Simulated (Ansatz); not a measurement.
**SnH− (singlet): from Hartree-Fock to the top rungs at distance Sn1–H2 = 3.407 Å, def2-SVPD**

One table from this session's results is given with a row withheld; the runs are named, their logs left out.

Computed with Ansatz 0.2.0, Gaussian basis. Level: def2-SVPD, core rule «outside noble gas», up to 9 orbitals frozen.

Plan: UHF; CCSD(T) on RHF; CCSD(T) on UHF; BCCD(T) on RHF; CISD; CCSDT(Q) on RHF; CCSDT(Q) on UHF; CASSCF and MRCISD+Q, 2 electrons in 2 orbitals; CASSCF and NEVPT2, 2 electrons in 2 orbitals; CASSCF and MRCISD+Q, 6 electrons in 5 orbitals; CASSCF and NEVPT4(SD), 6 electrons in 5 orbitals; CASSCF and NEVPT2, 6 electrons in 5 orbitals; Full CI.

19 further runs of the same task are left out: 11 that didn't finish, 8 set aside as unsound or not needed. Runs told in other sessions of the task aren't counted.

### The geometry

The geometry derives from a PBE0/def2-TZVPD stationary point (not a proven minimum). One bond is set to the value named and the two fragments are kept rigid. No spin-orbit coupling is included. Elements past krypton take def2 core potentials.

2 atoms, charge -1, spin multiplicity 1.

Atoms are counted from 1 here; the program's logs count them from 0.

No contacts short enough for the rule that draws bonds.

The first run:

Contents of in.yaml:

```yaml
crystal:
  periodic: [false, false, false]
  atoms:
    - {symbol: Sn, position_ang: [0.000000, 0.000000, 0.000000]}
    - {symbol: H, position_ang: [0.000000, 0.000000, 3.407000]}
basis:
  gaussian: {orbitals: def2-SVPD}
total_charge: -1
magnetization: {spin_polarized: true, initial_magnetization: 0}
hamiltonian: {xc: hf}
output: {orbitals: {seedname: orbitals}}
```

Command:

```console
ansatz run in.yaml --threads 1 --pin off --events-out ev --progress --plain --max-ram 2393MiB
```

Steps of the session up to this table: UHF; CCSD(T) on RHF; CCSD(T) on UHF; BCCD(T) on RHF; CISD; CCSDT(Q) on RHF; CCSDT(Q) on UHF; CASSCF and MRCISD+Q, 2 electrons in 2 orbitals; CASSCF and NEVPT2, 2 electrons in 2 orbitals; CASSCF and MRCISD+Q, 6 electrons in 5 orbitals; CASSCF and NEVPT4(SD), 6 electrons in 5 orbitals; CASSCF and NEVPT2, 6 electrons in 5 orbitals; Full CI.

One of the session's tables, all rows but one given; the rest of the session is left out.

| method | from FCI (meV) |
| --- | --- |
| RHF | +3344.4 |
| RMP2 | +1275.1 |
| CISD | +602.2 |
| RCCSD | +311.3 |
| RCCSD(T) | +137.7 |
| BCCD(T) | +141.9 |
| RCCSDT | +20.5 |
| RCCSDT(Q) | -9.8 |
| CASSCF valence | +2015.7 |
| NEVPT2 valence | +592.9 |
| NEVPT4(SD) valence | +74.6 |
| MRCISD valence | +117.8 |
| MRCISD+Q valence | ? |
| FCI | 0 |

Q: Estimate the row for MRCISD+Q valence from the others.

As computed: from FCI (meV): -23.6. In the column «from FCI (meV)» it is the lowest.

Left out of the table: CASSCF pair, NEVPT2 pair, MRCISD pair, MRCISD+Q pair (the active space lost an orbital or holds another state than full CI finds).

To keep in mind: The report flags that the cluster equations may have other roots. Left out of the table: UHF, UMP2, UCCSD, UCCSD(T), UCCSDT, UCCSDT(Q) (another determinant or state than the rows shown). The program flags RCCSDT(Q) as in doubt, so those rows may rest on another solution. RCCSDT(Q), MRCISD+Q valence fall below full CI, which methods that aren't variational can do. Warnings in the runs' records: passed over end.
